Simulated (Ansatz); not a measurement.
# TePb27S26 (Galena): the cost of one run

Method: DFT, PBE, plane-wave PAW, default files, scalar-relativistic, as far as a step names no other, in Ansatz 0.2.0.

The COD entry's cell or inner coordinates are ideal or old and differ from later refinements, so a difference from it is no clean test against experiment.

### Step 1. The structure to begin with

Symmetry: Fm-3m, No. 225, cubic system. The conventional cell has a = 17.794 Å, b = 17.794 Å, c = 17.794 Å, α = 90.00°, β = 90.00°, γ = 90.00°. Pb (site symmetry 3m) is surrounded by 6 S at 2.97 Å. Pb (site symmetry 4mm) has 5 S at 2.97 Å and 1 Te at 2.97 Å as nearest neighbours. Around Pb (site symmetry mm2) lie 6 S at 2.97 Å. Pb (site symmetry m-3m) has 6 S at 2.97 Å as nearest neighbours. Te (site symmetry m-3m) has 6 Pb at 2.97 Å as nearest neighbours. S (site symmetry mm2) has 6 Pb at 2.97 Å as nearest neighbours. S (site symmetry 3m) has 6 Pb at 2.97 Å as nearest neighbours. Around S (site symmetry 4mm) lie 6 Pb at 2.97 Å.

Structure file:

```cif
data_structure
_symmetry_space_group_name_H-M 'P 1'
_symmetry_Int_Tables_number 1
_cell_length_a 12.5826
_cell_length_b 12.5826
_cell_length_c 12.5826
_cell_angle_alpha 60.000
_cell_angle_beta 60.000
_cell_angle_gamma 60.000
_cell_volume 1408.63
loop_
_atom_site_label
_atom_site_type_symbol
_atom_site_fract_x
_atom_site_fract_y
_atom_site_fract_z
_atom_site_occupancy
Pb1 Pb 0.00000 0.00000 0.00000 1
Pb2 Pb 0.00000 0.00000 0.33333 1
Pb3 Pb 0.00000 0.00000 0.66667 1
Pb4 Pb 0.00000 0.33333 0.00000 1
Pb5 Pb 0.00000 0.33333 0.33333 1
Pb6 Pb 0.00000 0.33333 0.66667 1
Pb7 Pb 0.00000 0.66667 0.00000 1
Pb8 Pb 0.00000 0.66667 0.33333 1
Pb9 Pb 0.00000 0.66667 0.66667 1
Pb10 Pb 0.33333 0.00000 0.00000 1
Pb11 Pb 0.33333 0.00000 0.33333 1
Pb12 Pb 0.33333 0.00000 0.66667 1
Pb13 Pb 0.33333 0.33333 0.00000 1
Pb14 Pb 0.33333 0.33333 0.33333 1
Pb15 Pb 0.33333 0.33333 0.66667 1
Pb16 Pb 0.33333 0.66667 0.00000 1
Pb17 Pb 0.33333 0.66667 0.33333 1
Pb18 Pb 0.33333 0.66667 0.66667 1
Pb19 Pb 0.66667 0.00000 0.00000 1
Pb20 Pb 0.66667 0.00000 0.33333 1
Pb21 Pb 0.66667 0.00000 0.66667 1
Pb22 Pb 0.66667 0.33333 0.00000 1
Pb23 Pb 0.66667 0.33333 0.33333 1
Pb24 Pb 0.66667 0.33333 0.66667 1
Pb25 Pb 0.66667 0.66667 0.00000 1
Pb26 Pb 0.66667 0.66667 0.33333 1
Pb27 Pb 0.66667 0.66667 0.66667 1
Te1 Te 0.16667 0.16667 0.16667 1
S1 S 0.16667 0.16667 0.50000 1
S2 S 0.16667 0.16667 0.83333 1
S3 S 0.16667 0.50000 0.16667 1
S4 S 0.16667 0.50000 0.50000 1
S5 S 0.16667 0.50000 0.83333 1
S6 S 0.16667 0.83333 0.16667 1
S7 S 0.16667 0.83333 0.50000 1
S8 S 0.16667 0.83333 0.83333 1
S9 S 0.50000 0.16667 0.16667 1
S10 S 0.50000 0.16667 0.50000 1
S11 S 0.50000 0.16667 0.83333 1
S12 S 0.50000 0.50000 0.16667 1
S13 S 0.50000 0.50000 0.50000 1
S14 S 0.50000 0.50000 0.83333 1
S15 S 0.50000 0.83333 0.16667 1
S16 S 0.50000 0.83333 0.50000 1
S17 S 0.50000 0.83333 0.83333 1
S18 S 0.83333 0.16667 0.16667 1
S19 S 0.83333 0.16667 0.50000 1
S20 S 0.83333 0.16667 0.83333 1
S21 S 0.83333 0.50000 0.16667 1
S22 S 0.83333 0.50000 0.50000 1
S23 S 0.83333 0.50000 0.83333 1
S24 S 0.83333 0.83333 0.16667 1
S25 S 0.83333 0.83333 0.50000 1
S26 S 0.83333 0.83333 0.83333 1
```

Atom 28 of the input is the impurity.

### Step 2. Gradients at the starting positions

Contents of input.yaml:

```yaml
crystal:
  lattice:
    - [0.0, 8.89725, 8.89725]
    - [8.89725, 0.0, 8.89725]
    - [8.89725, 8.89725, 0.0]
  atoms:
    - { symbol: Pb, position: [0.0, 0.0, 0.0] }
    - { symbol: Pb, position: [0.0, 0.0, 0.3333333333] }
    - { symbol: Pb, position: [0.0, 0.0, 0.6666666667] }
    - { symbol: Pb, position: [0.0, 0.3333333333, 0.0] }
    - { symbol: Pb, position: [0.0, 0.3333333333, 0.3333333333] }
    - { symbol: Pb, position: [0.0, 0.3333333333, 0.6666666667] }
    - { symbol: Pb, position: [0.0, 0.6666666667, 0.0] }
    - { symbol: Pb, position: [0.0, 0.6666666667, 0.3333333333] }
    - { symbol: Pb, position: [0.0, 0.6666666667, 0.6666666667] }
    - { symbol: Pb, position: [0.3333333333, 0.0, 0.0] }
    - { symbol: Pb, position: [0.3333333333, 0.0, 0.3333333333] }
    - { symbol: Pb, position: [0.3333333333, 0.0, 0.6666666667] }
    - { symbol: Pb, position: [0.3333333333, 0.3333333333, 0.0] }
    - { symbol: Pb, position: [0.3333333333, 0.3333333333, 0.3333333333] }
    - { symbol: Pb, position: [0.3333333333, 0.3333333333, 0.6666666667] }
    - { symbol: Pb, position: [0.3333333333, 0.6666666667, 0.0] }
    - { symbol: Pb, position: [0.3333333333, 0.6666666667, 0.3333333333] }
    - { symbol: Pb, position: [0.3333333333, 0.6666666667, 0.6666666667] }
    - { symbol: Pb, position: [0.6666666667, 0.0, 0.0] }
    - { symbol: Pb, position: [0.6666666667, 0.0, 0.3333333333] }
    - { symbol: Pb, position: [0.6666666667, 0.0, 0.6666666667] }
    - { symbol: Pb, position: [0.6666666667, 0.3333333333, 0.0] }
    - { symbol: Pb, position: [0.6666666667, 0.3333333333, 0.3333333333] }
    - { symbol: Pb, position: [0.6666666667, 0.3333333333, 0.6666666667] }
    - { symbol: Pb, position: [0.6666666667, 0.6666666667, 0.0] }
    - { symbol: Pb, position: [0.6666666667, 0.6666666667, 0.3333333333] }
    - { symbol: Pb, position: [0.6666666667, 0.6666666667, 0.6666666667] }
    - { symbol: Te, position: [0.1666666667, 0.1666666667, 0.1666666667] }
    - { symbol: S, position: [0.1666666667, 0.1666666667, 0.5] }
    - { symbol: S, position: [0.1666666667, 0.1666666667, 0.8333333333] }
    - { symbol: S, position: [0.1666666667, 0.5, 0.1666666667] }
    - { symbol: S, position: [0.1666666667, 0.5, 0.5] }
    - { symbol: S, position: [0.1666666667, 0.5, 0.8333333333] }
    - { symbol: S, position: [0.1666666667, 0.8333333333, 0.1666666667] }
    - { symbol: S, position: [0.1666666667, 0.8333333333, 0.5] }
    - { symbol: S, position: [0.1666666667, 0.8333333333, 0.8333333333] }
    - { symbol: S, position: [0.5, 0.1666666667, 0.1666666667] }
    - { symbol: S, position: [0.5, 0.1666666667, 0.5] }
    - { symbol: S, position: [0.5, 0.1666666667, 0.8333333333] }
    - { symbol: S, position: [0.5, 0.5, 0.1666666667] }
    - { symbol: S, position: [0.5, 0.5, 0.5] }
    - { symbol: S, position: [0.5, 0.5, 0.8333333333] }
    - { symbol: S, position: [0.5, 0.8333333333, 0.1666666667] }
    - { symbol: S, position: [0.5, 0.8333333333, 0.5] }
    - { symbol: S, position: [0.5, 0.8333333333, 0.8333333333] }
    - { symbol: S, position: [0.8333333333, 0.1666666667, 0.1666666667] }
    - { symbol: S, position: [0.8333333333, 0.1666666667, 0.5] }
    - { symbol: S, position: [0.8333333333, 0.1666666667, 0.8333333333] }
    - { symbol: S, position: [0.8333333333, 0.5, 0.1666666667] }
    - { symbol: S, position: [0.8333333333, 0.5, 0.5] }
    - { symbol: S, position: [0.8333333333, 0.5, 0.8333333333] }
    - { symbol: S, position: [0.8333333333, 0.8333333333, 0.1666666667] }
    - { symbol: S, position: [0.8333333333, 0.8333333333, 0.5] }
    - { symbol: S, position: [0.8333333333, 0.8333333333, 0.8333333333] }
kpoints:
  mp_grid: { grid: [2, 2, 2] }
scf:
  occupations: { method: fermi_dirac, width: 0.01 }
hamiltonian:
  xc: pbe
  pseudopotentials: { kind: paw }
output:
  forces: true
  stress: true
  populations: true
  efg: { quadrupole_moments_barn: { S: -0.0694 }, contact_densities: true }
```

Started as:

```sh
$ ansatz run input.yaml --threads 4 --pin off --max-ram 8192MiB --backend cpu --events-out ev --progress --plain --runs-dir out
```

Q: Estimate wall time and peak memory on 4 threads of Arm Neoverse V2, shared host.

About 57 s, with a peak of 6.4 GiB.
